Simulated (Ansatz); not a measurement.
# BH₅OSSi: small, medium and large basis sets

How large a basis does BH₅OSSi need? Two functionals are run in growing sets.

Computed with Ansatz 0.2.0, Gaussian basis. Level: one geometry, several basis sets.

The runs, in order: PBE0-D4/def2-SVP; ωB97M-V/def2-SVP; PBE0-D4/def2-QZVPP; ωB97M-V/def2-QZVPP; the functionals' def2-TZVPP values are taken from earlier runs.

## 1. The geometry

An earlier PBE0-D4 in a triple-zeta def2 set relaxation fixed the geometry.

SMILES `BO[SiH2]S`, 9 atoms, charge 0, spin multiplicity 1.

Atoms are counted from 1 here; the program's logs count them from 0.

Bond lengths: B1–O2 1.349 Å, B1–H5 1.204 Å, B1–H6 1.198 Å, O2–Si3 1.655 Å, Si3–S4 2.122 Å, Si3–H7 1.478 Å, Si3–H8 1.481 Å, S4–H9 1.344 Å. Angles: O2–B1–H5 120.0°, O2–B1–H6 118.0°, H5–B1–H6 122.0°, B1–O2–Si3 131.3°, O2–Si3–S4 112.0°, O2–Si3–H7 105.8°, O2–Si3–H8 110.3°, S4–Si3–H7 110.8°, S4–Si3–H8 105.4°, H7–Si3–H8 112.8°, Si3–S4–H9 94.4°.

Coordinates:

```
atom    x (Å)    y (Å)    z (Å)
  B1  -0.5592   1.6282   0.6626
  O2   0.2884   0.8122   0.0019
 Si3   0.5037  -0.8273   0.0737
  S4  -0.5112  -1.8304  -1.4969
  H5  -1.2965   1.1784   1.5007
  H6  -0.5428   2.7951   0.3920
  H7   1.9624  -1.0453  -0.0200
  H8  -0.0776  -1.3677   1.3246
  H9   0.3213  -1.3893  -2.4556
```

## 2. PBE0-D4 in def2-SVP

Input file in.yaml:

```yaml
crystal:
  periodic: [false, false, false]
  atoms:
    - {symbol: B, position_ang: [-0.559157, 1.628196, 0.662607]}
    - {symbol: O, position_ang: [0.288449, 0.812171, 0.001904]}
    - {symbol: Si, position_ang: [0.503661, -0.827346, 0.073670]}
    - {symbol: S, position_ang: [-0.511207, -1.830445, -1.496868]}
    - {symbol: H, position_ang: [-1.296519, 1.178357, 1.500696]}
    - {symbol: H, position_ang: [-0.542821, 2.795125, 0.391991]}
    - {symbol: H, position_ang: [1.962434, -1.045272, -0.019958]}
    - {symbol: H, position_ang: [-0.077632, -1.367657, 1.324584]}
    - {symbol: H, position_ang: [0.321292, -1.389329, -2.455625]}
basis:
  gaussian: {orbitals: def2-SVP}
hamiltonian: {xc: pbe0, dispersion: d4}
output: {orbitals: {seedname: orbitals}}
```

Run with:

```console
> ansatz run in.yaml --threads 2 --pin off --events-out ev --progress --plain --max-ram 4352MiB
```

The runs that follow: ωB97M-V in def2-SVP; PBE0-D4 in def2-QZVPP; ωB97M-V in def2-QZVPP.

Q: Predict the results of all the runs planned. Wanted: PBE0-D4: double and triple zeta above quadruple; ωB97M-V: double and triple zeta above quadruple.

As calculated:

| quantity | value |
| --- | --- |
| PBE0-D4: double and triple zeta above quadruple | 10.75, 0.78 eV |
| ωB97M-V: double and triple zeta above quadruple | 10.82, 0.73 eV |

**Reading.** For PBE0-D4 the step from double to triple zeta gains 9.97 eV and the next only 0.78 eV. These are total energies; as a rule much of such shifts cancels in differences, which this series doesn't test. The LUMO of ωB97M-V is positive and keeps falling with the basis (1.50 to 0.93 eV): an unbound level that the basis holds in place.
